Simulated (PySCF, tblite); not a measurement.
# C₇H₁₇NSi: geometry, infrared bands and NMR shifts

Wanted: the infrared bands and NMR shifts of C₇H₁₇NSi (`CCN[SiH2][C@@H](C)C1CC1`), by calculation.

Programs: tblite 0.8.0 and PySCF 2.14.0, with density-fitted response routines of our own. Each step states its level of theory. These are calculated values for one molecule in the gas phase, unless marked as measured. Atoms are numbered from 0 throughout.

### Step 1. Starting geometry

26 atoms, charge 0, multiplicity 1; geometry from: force field or distance geometry start.

Bonds of the start (Å): C0–C1 1.53, C1–N2 1.43, N2–Si3 1.76, Si3–C4 1.84, C4–C5 1.52, C4–C6 1.50, C6–C7 1.52, C7–C8 1.48, C8–C6 1.49, C0–H9 1.09, C0–H10 1.13, C0–H11 1.13, C1–H12 1.14, C1–H13 1.10, N2–H14 1.05, Si3–H15 1.49, Si3–H16 1.48, C4–H17 1.13, C5–H18 1.13, C5–H19 1.10, C5–H20 1.10, C6–H21 1.09, C7–H22 1.11, C7–H23 1.12, C8–H24 1.12, C8–H25 1.10.

### Step 2. Optimising the geometry with GFN2-xTB

Job settings and geometry (Å):

```
{"job": {"kind": "relax", "xc": "GFN2-xTB", "basis": "xTB"}, "charge": 0, "multiplicity": 1}
C      3.871600     0.859200    -0.179800
C      2.990600    -0.385700    -0.257700
N      1.699400     0.010400     0.206700
Si     0.487100    -1.270100     0.206300
C     -1.167200    -0.569300    -0.203700
C     -2.207700    -1.662900    -0.056300
C     -1.616100     0.558600     0.684200
C     -2.984800     1.072600     0.253600
C     -1.786900     1.942400     0.155000
H      4.927000     0.642300    -0.006500
H      3.690700     1.426200    -1.135200
H      3.436100     1.455400     0.677100
H      3.411700    -1.173900     0.453000
H      2.996900    -0.832600    -1.263100
H      1.363700     0.802000    -0.398000
H      0.385500    -1.814300     1.594800
H      0.832400    -2.383300    -0.698800
H     -1.199300    -0.217800    -1.282100
H     -2.731900    -1.485400     0.926100
H     -2.954100    -1.564300    -0.855800
H     -1.763200    -2.663000     0.016800
H     -1.372600     0.481600     1.748700
H     -3.672900     1.137800     1.126200
H     -3.408700     0.640000    -0.689700
H     -1.802400     2.797700     0.873800
H     -1.446100     2.219000    -0.852600
```

Command:

```sh
$ OMP_NUM_THREADS=1 python probes_run.py task.json out
```

The driver reads the jobs from task.json and runs them one after another.

Standard output:

```text
step      E/eV     max force
  0    -769.20242    2.222
  1    -769.53759    0.984
  2    -769.64406    0.696
  3    -769.70951    0.588
  4    -769.74826    0.472
  5    -769.78255    0.395
  6    -769.82280    0.435
  7    -769.85777    0.459
  8    -769.88474    0.346
  9    -769.90582    0.280
 10    -769.92442    0.250
 11    -769.94156    0.282
 12    -769.95827    0.285
 13    -769.97389    0.230
 14    -769.98646    0.215
 15    -769.99614    0.177
 16    -770.00517    0.186
 17    -770.01399    0.201
 18    -770.02210    0.170
 19    -770.02899    0.184
 20    -770.03490    0.175
 21    -770.04104    0.166
 22    -770.04819    0.179
 23    -770.05552    0.179
 24    -770.06203    0.196
 25    -770.06785    0.175
 26    -770.07426    0.146
 27    -770.08204    0.199
 28    -770.08972    0.194
 29    -770.09575    0.155
 30    -770.10042    0.148
 31    -770.10484    0.153
 32    -770.10953    0.135
 33    -770.11427    0.147
 34    -770.11888    0.157
 35    -770.12365    0.166
 36    -770.12865    0.156
 37    -770.13316    0.159
 38    -770.13631    0.210
 39    -770.14116    0.133
 40    -770.14650    0.120
 41    -770.15135    0.106
 42    -770.15621    0.146
 43    -770.15958    0.145
 44    -770.16252    0.150
 45    -770.16499    0.170
 46    -770.16711    0.105
 47    -770.16940    0.111
 48    -770.17102    0.103
 49    -770.17265    0.076
 50    -770.17411    0.085
 51    -770.17584    0.093
 52    -770.17773    0.102
 53    -770.18002    0.096
 54    -770.18219    0.086
 55    -770.18422    0.103
 56    -770.18604    0.091
 57    -770.18781    0.090
 58    -770.18928    0.085
 59    -770.19047    0.095
 60    -770.19151    0.075
 61    -770.19291    0.076
 62    -770.19408    0.105
 63    -770.19545    0.098
 64    -770.19650    0.067
 65    -770.19747    0.066
 66    -770.19852    0.064
 67    -770.19979    0.081
 68    -770.20106    0.076
 69    -770.20206    0.059
 70    -770.20274    0.057
 71    -770.20325    0.046
 72    -770.20371    0.056
 73    -770.20413    0.032
 74    -770.20447    0.046
 75    -770.20478    0.036
 76    -770.20521    0.050
 77    -770.20589    0.074
 78    -770.20676    0.067
 79    -770.20759    0.057
 80    -770.20823    0.051
 81    -770.20880    0.047
 82    -770.20947    0.057
 83    -770.21028    0.059
 84    -770.21110    0.056
 85    -770.21184    0.064
 86    -770.21253    0.073
 87    -770.21327    0.087
 88    -770.21410    0.083
 89    -770.21497    0.069
 90    -770.21572    0.053
 91    -770.21631    0.046
 92    -770.21680    0.040
 93    -770.21741    0.053
 94    -770.21810    0.050
 95    -770.21873    0.062
 96    -770.21919    0.046
 97    -770.21960    0.037
 98    -770.21998    0.032
 99    -770.22032    0.032
100    -770.22063    0.033
101    -770.22095    0.033
102    -770.22132    0.036
103    -770.22174    0.033
104    -770.22212    0.035
105    -770.22243    0.035
106    -770.22269    0.031
107    -770.22298    0.031
108    -770.22328    0.035
109    -770.22356    0.037
110    -770.22377    0.037
111    -770.22395    0.030
112    -770.22409    0.033
113    -770.22419    0.023
114    -770.22426    0.015
115    -770.22430    0.015
116    -770.22436    0.019
117    -770.22445    0.023
118    -770.22457    0.024
119    -770.22470    0.026
120    -770.22483    0.027
121    -770.22494    0.027
122    -770.22505    0.031
123    -770.22518    0.022
124    -770.22532    0.025
125    -770.22544    0.024
126    -770.22556    0.029
127    -770.22569    0.032
128    -770.22583    0.025
129    -770.22596    0.023
130    -770.22605    0.018
131    -770.22613    0.020
132    -770.22621    0.020
133    -770.22628    0.016
134    -770.22634    0.014
135    -770.22638    0.017
136    -770.22643    0.015
137    -770.22648    0.014
138    -770.22652    0.013
139    -770.22655    0.010
```

Run time: 1.2 s. Hardware: 1 thread of Intel Xeon 6975P-C, shared host; peak memory 0.18 GiB.

Along the way: (not every step is listed)

```csv
step,energy from step 0 (eV),largest force (eV/Å)
0,0.0000,2.2221
1,-0.3352,0.9836
2,-0.4416,0.6957
3,-0.5071,0.5885
4,-0.5458,0.4721
5,-0.5801,0.3954
6,-0.6204,0.4353
7,-0.6553,0.4591
8,-0.6823,0.3457
20,-0.8325,0.1754
32,-0.9071,0.1346
44,-0.9601,0.1501
56,-0.9836,0.0906
68,-0.9986,0.0757
80,-1.0058,0.0510
92,-1.0144,0.0403
104,-1.0197,0.0353
116,-1.0219,0.0186
128,-1.0234,0.0254
134,-1.0239,0.0145
135,-1.0240,0.0168
136,-1.0240,0.0150
137,-1.0241,0.0143
138,-1.0241,0.0127
139,-1.0241,0.0103
```

Close pairs (by a distance rule), those that changed most:

```csv
bond,before (Å),after (Å),change (Å)
Si3–C4,1.843,1.904,+0.062
N2–Si3,1.763,1.710,-0.053
C1–H12,1.142,1.091,-0.051
C0–H11,1.131,1.087,-0.044
N2–H14,1.051,1.008,-0.043
C7–H23,1.121,1.080,-0.041
C5–H18,1.128,1.088,-0.040
C4–H17,1.135,1.095,-0.040
```

The final coordinates are the input of the step that follows.

### Step 3. Infrared spectrum with GFN2-xTB

Job settings and geometry (Å):

```
{"job": {"kind": "ir", "xc": "GFN2-xTB", "basis": "xTB"}, "charge": 0, "multiplicity": 1}
C      3.530119     1.131732     0.062245
C      2.934336    -0.235627    -0.252652
N      1.500872    -0.157894    -0.381537
Si     0.434542    -1.419676     0.059395
C     -1.337211    -0.780589    -0.222503
C     -2.343612    -1.881687     0.098408
C     -1.633686     0.440145     0.616544
C     -2.726611     1.387471     0.216249
C     -1.291606     1.813871     0.129028
H      4.606244     1.055641     0.195246
H      3.328102     1.828315    -0.749170
H      3.086700     1.525718     0.972894
H      3.152872    -0.934312     0.556258
H      3.395500    -0.635083    -1.168039
H      1.223269     0.515542    -1.078735
H      0.674511    -1.710882     1.478373
H      0.605694    -2.674270    -0.700310
H     -1.468723    -0.508434    -1.275145
H     -2.255371    -2.183467     1.139796
H     -3.363229    -1.536107    -0.069190
H     -2.169911    -2.756869    -0.522955
H     -1.519101     0.266405     1.680473
H     -3.349449     1.822698     0.983471
H     -3.252248     1.195479    -0.707764
H     -0.925652     2.541788     0.837308
H     -0.857396     1.912704    -0.854569
```

Standard output:

```text
mode    cm-1     km/mol
  1      12.6      0.57
  2      45.2      0.07
  3      49.3      0.36
  4      86.9      0.18
  5     102.5      0.32
  6     163.1      0.26
  7     219.6      0.36
  8     222.9      0.14
  9     244.3      1.08
 10     251.8      8.39
 11     274.8      0.59
 12     348.3     14.69
 13     393.7      0.47
 14     428.4     91.20
 15     453.4      4.21
 16     518.3     74.61
 17     593.1     12.90
 18     704.1     39.77
 19     755.7    264.03
 20     803.0      0.09
 21     814.8     52.61
 22     822.0    205.48
 23     851.8     38.29
 24     853.5      7.39
 25     869.1     11.37
 26     976.4      6.12
 27     990.0      4.48
 28    1002.3     29.26
 29    1013.3      0.86
 30    1038.0     18.47
 31    1066.7      2.17
 32    1072.4     10.31
 33    1076.2      5.61
 34    1097.1     26.74
 35    1108.0      5.02
 36    1114.9      0.73
 37    1159.8      0.77
 38    1179.3    109.10
 39    1184.1      4.67
 40    1237.3      1.99
 41    1247.2     13.36
 42    1265.1      1.18
 43    1289.7      2.40
 44    1322.7      2.64
 45    1379.6    111.88
 46    1400.5      5.66
 47    1403.2      9.10
 48    1418.3      0.58
 49    1443.7      0.07
 50    1489.9      3.46
 51    1493.6      0.67
 52    1495.1      2.31
 53    1500.1      0.78
 54    1510.1      1.57
 55    1516.6      2.54
 56    2137.2    427.72
 57    2218.2    235.29
 58    2855.5    101.76
 59    2923.8     55.38
 60    2986.2     33.37
 61    3003.7     50.78
 62    3024.8     26.92
 63    3027.1     42.23
 64    3031.9     57.57
 65    3034.4     44.20
 66    3040.0     38.34
 67    3047.0     26.99
 68    3079.5     12.28
 69    3081.4     23.41
 70    3084.0     34.95
 71    3100.7     93.28
 72    3451.6      7.45
```

Run time: 1.2 s. Hardware: 1 thread of Intel Xeon 6975P-C, shared host; peak memory 0.18 GiB.

The strongest bands and the atoms that carry them (share of the mass-weighted mode):

```csv
cm⁻¹,km/mol,atoms
756,264.0,"H16 37 %, H15 29 %, Si3 15 %"
822,205.5,"H15 36 %, H16 33 %"
1179,109.1,"C1 34 %, N2 34 %, H14 11 %"
1380,111.9,"H14 35 %, H12 26 %, N2 19 %, C1 14 %"
2137,427.7,H16 92 %
2218,235.3,H15 92 %
2856,101.8,H13 92 %
3101,93.3,"H24 30 %, H22 21 %, H25 21 %, H23 17 %"
```

### Step 4. Shielding tensors: PBE0/pcSseg-1

Settings changed since step 3:

```diff
@@ -1,2 +1,2 @@
-{"job": {"kind": "ir", "xc": "GFN2-xTB", "basis": "xTB"}, "charge": 0, "multiplicity": 1}
+{"job": {"kind": "nmr", "xc": "PBE0", "basis": "pcSseg-1"}, "charge": 0, "multiplicity": 1}
 C      3.530119     1.131732     0.062245
```

With the program's defaults for keys left out, this is: GIAO PBE0/pcSseg-1 NMR shielding, non-relativistic, gas phase.

Standard output:

```text
coarse grid: 20832 points
cycle   1  E = -620.5010422588  dE =  9.358e-01  |g| = 5.566e-01  |ddm| = 4.383e+00
cycle   2  E = -620.4680282895  dE =  3.301e-02  |g| = 6.831e-01  |ddm| = 1.232e+00
cycle   3  E = -620.5802376924  dE = -1.122e-01  |g| = 7.126e-02  |ddm| = 7.624e-01
cycle   4  E = -620.5811179910  dE = -8.803e-04  |g| = 3.344e-02  |ddm| = 9.465e-02
cycle   5  E = -620.5813619529  dE = -2.440e-04  |g| = 5.725e-03  |ddm| = 3.162e-02
cycle   6  E = -620.5813686147  dE = -6.662e-06  |g| = 1.888e-03  |ddm| = 7.612e-03
final grid: 192704 points
cycle   7  E = -620.6332503680  dE = -5.869e-05  |g| = 1.113e-02  |ddm| = 3.603e-02
cycle   8  E = -620.6332343726  dE =  1.600e-05  |g| = 1.376e-02  |ddm| = 2.362e-02
cycle   9  E = -620.6332825978  dE = -4.823e-05  |g| = 9.039e-04  |ddm| = 1.344e-02
cycle  10  E = -620.6332827682  dE = -1.704e-07  |g| = 2.932e-04  |ddm| = 1.056e-03
cycle  11  E = -620.6332827870  dE = -1.876e-08  |g| = 5.710e-05  |ddm| = 2.710e-04
cycle  12  E = -620.6332827876  dE = -6.676e-10  |g| = 2.059e-05  |ddm| = 9.231e-05
converged SCF energy = -620.6332827876

GIAO shielding tensors (ppm)
atom      isotropic    diamagn.    paramagn.     s11        s22        s33       span
  0 C      164.548     246.178     -81.630    145.987    160.977    186.680     40.693
  1 C      144.700     241.052     -96.352    123.808    139.985    170.307     46.499
  2 N      232.321     329.425     -97.105    193.453    229.749    273.759     80.306
  3 Si     375.881     884.106    -508.226    337.116    347.312    443.215    106.099
  4 C      159.373     251.048     -91.674    142.191    160.625    175.304     33.114
  5 C      169.763     246.178     -76.414    155.688    163.976    189.626     33.938
  6 C      167.570     250.100     -82.530    136.032    153.685    212.991     76.959
  7 C      180.270     260.213     -79.943    145.536    177.049    218.225     72.689
  8 C      178.421     249.654     -71.233    148.905    174.712    211.646     62.740
  9 H       30.561      26.245       4.316     26.018     27.426     38.240     12.221
 10 H       30.698      29.816       0.882     27.105     29.290     35.700      8.595
 11 H       30.373      30.531      -0.158     26.862     29.346     34.911      8.049
 12 H       29.135      30.045      -0.911     23.917     29.426     34.060     10.143
 13 H       28.463      28.160       0.303     22.345     27.791     35.255     12.909
 14 H       32.200      39.823      -7.623     22.914     33.896     39.791     16.877
 15 H       27.167      33.010      -5.843     24.295     26.050     31.156      6.862
 16 H       26.843      31.899      -5.056     22.643     25.704     32.182      9.540
 17 H       31.881      35.822      -3.942     28.659     30.776     36.207      7.548
 18 H       30.824      30.111       0.713     26.846     28.673     36.952     10.106
 19 H       30.267      29.474       0.793     25.059     29.215     36.526     11.467
 20 H       30.597      29.595       1.001     25.270     28.197     38.323     13.053
 21 H       31.105      34.452      -3.347     25.188     28.886     39.241     14.053
 22 H       31.231      32.001      -0.770     25.278     26.586     41.830     16.553
 23 H       31.767      33.792      -2.025     26.375     28.928     39.999     13.625
 24 H       31.098      32.005      -0.907     25.615     26.833     40.847     15.232
 25 H       31.809      34.058      -2.249     27.571     28.834     39.020     11.449
```

Wall time 51 s (1 thread of Intel Xeon 6975P-C, shared host); peak memory 1.1 GiB.

Shifts follow as δ = σ(reference) − σ, with reference shieldings (ppm) from runs at the same level and on the same kind of geometry: 1H TMS 31.72, 13C TMS 186.9, 29Si TMS 349.2, 15N NH3 267.7. The references are single molecules in the gas phase, so shifts against H2O, NH3, PH3, H3PO4 or CFCl3 are not on the usual liquid scales and can be off by tens of ppm. Atoms listed in one row are averaged.

```csv
atoms,environment,σ (ppm),δ (ppm),δ scaled to CDCl3
C1,sp3 CH2 bonded to N,144.7,42.2,39.3
C4,sp3 CH bonded to Si,159.4,27.6,25.0
C0,methyl carbon,164.5,22.4,19.9
C6,three-membered-ring carbon,167.6,19.4,17.0
C5,methyl carbon,169.8,17.2,14.8
C8,three-membered-ring carbon,178.4,8.5,6.4
C7,three-membered-ring carbon,180.3,6.7,4.6
H16,"hydrogen on a silicon bonded to C, N",26.84,4.87,–
H15,"hydrogen on a silicon bonded to C, N",27.17,4.55,–
H13,hydrogen on an sp3 CH2 bonded to N,28.46,3.25,3.17
H12,hydrogen on an sp3 CH2 bonded to N,29.13,2.58,2.54
"H9, H10, H11",hydrogen on a methyl carbon,30.54,1.17,1.21
"H18, H19, H20",hydrogen on a methyl carbon,30.56,1.15,1.19
H24,hydrogen on a three-membered-ring carbon,31.10,0.62,0.69
H21,hydrogen on a three-membered-ring carbon,31.11,0.61,0.68
H22,hydrogen on a three-membered-ring carbon,31.23,0.49,0.56
H23,hydrogen on a three-membered-ring carbon,31.77,-0.05,0.06
H25,hydrogen on a three-membered-ring carbon,31.81,-0.09,0.02
H17,hydrogen on an sp3 CH bonded to Si,31.88,-0.16,-0.05
H14,"hydrogen on a nitrogen bonded to C, Si",32.20,-0.48,–
N2,"nitrogen bonded to C, Si, H",232.3,35.4,–
Si3,"silicon bonded to C, N, 2 H",375.9,-26.7,–
```

The scaled column applies a straight-line fit of computed shieldings to shifts measured in CDCl3 (root-mean-square error 0.16 ppm for H, 1.9 ppm for C).

The run also stored atomic charges by several schemes (e):

```csv
atoms,Mulliken,IAO,Hirshfeld,ESP fit
C0,-0.28,-0.42,-0.12,-0.45
C1,-0.05,-0.13,-0.02,0.39
N2,-0.68,-0.68,-0.24,-0.72
Si3,0.81,0.89,0.36,0.34
C4,-0.53,-0.37,-0.10,-0.05
C5,-0.21,-0.41,-0.12,-0.54
C6,-0.26,-0.12,-0.04,0.01
C7,-0.18,-0.30,-0.09,-0.32
C8,-0.18,-0.29,-0.09,-0.32
```

Mayer bond orders: C0–C1 1.06, C1–N2 0.96, N2–Si3 1.00, Si3–C4 0.88, C4–C5 1.04, C4–C6 0.98, C6–C7 0.95, C7–C8 0.98, C8–C6 0.96.

Ring of atoms C6, C7, C8: NICS(0) -43.0, NICS(1) -8.6, NICS(1)zz -21.4 ppm (means of both faces).

In rings of three or four atoms NICS is ruled by the nearby σ bonds, so it says little on aromaticity.

Orbitals, density, ELF and potential are computed afterwards from the orbital file.

Frontier orbitals at PBE0/pcSseg-1, with the share of their density that lies nearest to each atom:

```csv
orbital,energy (eV),lies on
HOMO,-6.50,"N2 58 %; H13, H16 about 9 % each; H14 7 %"
LUMO,0.95,"H14, H15, H16 about 11 % each; Si3 11 %; H12 8 %"
```

ELF in a plane through or near 9 of the atoms.

Values, 10 rows by 14 columns:
```
0.00 0.00 0.00 0.00 0.00 0.00 0.00 0.00 0.00 0.00 0.00 0.00 0.00 0.00
0.00 0.00 0.00 0.00 0.00 0.00 0.00 0.01 0.01 0.00 0.00 0.00 0.00 0.00
0.00 0.00 0.00 0.01 0.01 0.00 0.02 0.59 0.47 0.29 0.31 0.01 0.00 0.00
0.00 0.00 0.03 0.42 0.30 0.01 0.02 0.54 0.20 0.27 0.53 0.02 0.00 0.00
0.00 0.02 0.96 0.63 0.52 0.12 0.19 0.18 0.56 0.78 0.28 0.01 0.00 0.00
0.00 0.00 0.67 0.26 0.17 0.73 0.79 0.45 0.38 0.24 0.60 0.19 0.00 0.00
0.00 0.00 0.00 0.13 0.61 0.16 0.18 0.26 0.62 0.21 0.99 0.86 0.00 0.00
0.00 0.00 0.00 0.01 0.02 0.01 0.98 0.97 0.07 0.97 0.21 0.01 0.00 0.00
0.00 0.00 0.00 0.00 0.00 0.03 0.96 0.94 0.01 0.56 0.04 0.00 0.00 0.00
0.00 0.00 0.00 0.00 0.00 0.00 0.00 0.00 0.00 0.00 0.00 0.00 0.00 0.00
```
The map spans 14.6 Å across and 10.7 Å up, centred on the molecule. Atoms in the plane (x, y in Å): C0 (-3.6, 0.7), C1 (-2.9, -0.6), N2 (-1.5, -0.4), Si3 (-0.3, -1.5), C4 (1.4, -0.6), C5 (2.6, -1.6), C7 (2.5, 1.7), C8 (1.1, 2.0), H19 (3.5, -1.1).

log10 of the density (e/Å³) in the same plane.

Ten even steps from ' ' (-4.0) to '@' (1.6):
```
                                                        
                                                        
                          ..::::::::::....              
                        ::--======------::::..          
          ..::::::..  ..::==++**++++++++==--::          
        ::::------::....--++**##********++==::..        
      ::--==++++++--::::--++**%%%%######**==--..        
    ..--==++**##**====----==**######%%##**==--..        
    ::==++**##%%**++++++++==++**######**++--::..        
    ::==++**######****##**++++**####**++==--::..        
    ..--==++**########@@##****######**++++==--..        
      ::--==++**%%##########**##%%########++==::        
        ::--==******++**##@@##****##%%####++==::        
        ..::--==++====++**##**++++**####**==--..        
          ..::--------++**##**++==**##**==--::..        
            ....::::--==****++====++++++==::..          
                  ..::--==++==------==--::..            
                    ..::------::..::::....              
                      ..........                        
                                                        
```
The map spans 14.6 Å across and 10.7 Å up, centred on the molecule. Atoms in the plane (x, y in Å): C0 (-3.6, 0.7), C1 (-2.9, -0.6), N2 (-1.5, -0.4), Si3 (-0.3, -1.5), C4 (1.4, -0.6), C5 (2.6, -1.6), C7 (2.5, 1.7), C8 (1.1, 2.0), H19 (3.5, -1.1).

On the surface of density 0.002 e/bohr³ the electrostatic potential runs, from the 1st to the 99th percentile, from -0.99 V near N2 to 1.15 V near H14.

### Step 5. Summary of results

| quantity | value |
| --- | --- |
| strongest single infrared mode (GFN2-xTB) | 2137 cm⁻¹, 428 km/mol |
| zero-point energy (GFN2-xTB) | 140.8 kcal/mol |
| 13C shifts against TMS (PBE0/pcSseg-1) | 42.2, 27.6, 22.4, 19.4, 17.2, 8.5, 6.7 ppm |
| 1H shifts against TMS (PBE0/pcSseg-1, means over atoms taken as alike) | 4.87, 4.55, 3.25, 2.58, 1.17, 1.15, 0.62, 0.61, 0.49, -0.05, -0.09, -0.16, -0.48 ppm |
| 15N shifts against NH3 (PBE0/pcSseg-1) | 35.4 ppm |
| 29Si shifts against TMS (PBE0/pcSseg-1) | -26.7 ppm |
| surface potential, 1st and 99th percentile | -0.99 V and 1.15 V |

In words: Over 139 steps the energy fell by 1.024 eV; of the close pairs, Si3–C4 changed most, 1.843 to 1.904 Å. All 72 modes are real, so the xTB geometry is a minimum. The strongest single mode, at 2137 cm⁻¹, moves mainly H16. GFN2-xTB is a fitted tight-binding method: band positions and strengths are rough. Its intensities can rank the bands wrongly. C1 (sp3 CH2 bonded to N) lies farthest downfield among carbon, at 42.2 ppm; pulled downfield by the heteroatom. At PBE0/pcSseg-1: Shielding is most anisotropic at Si3 (span 106 ppm, paramagnetic term -508 ppm).
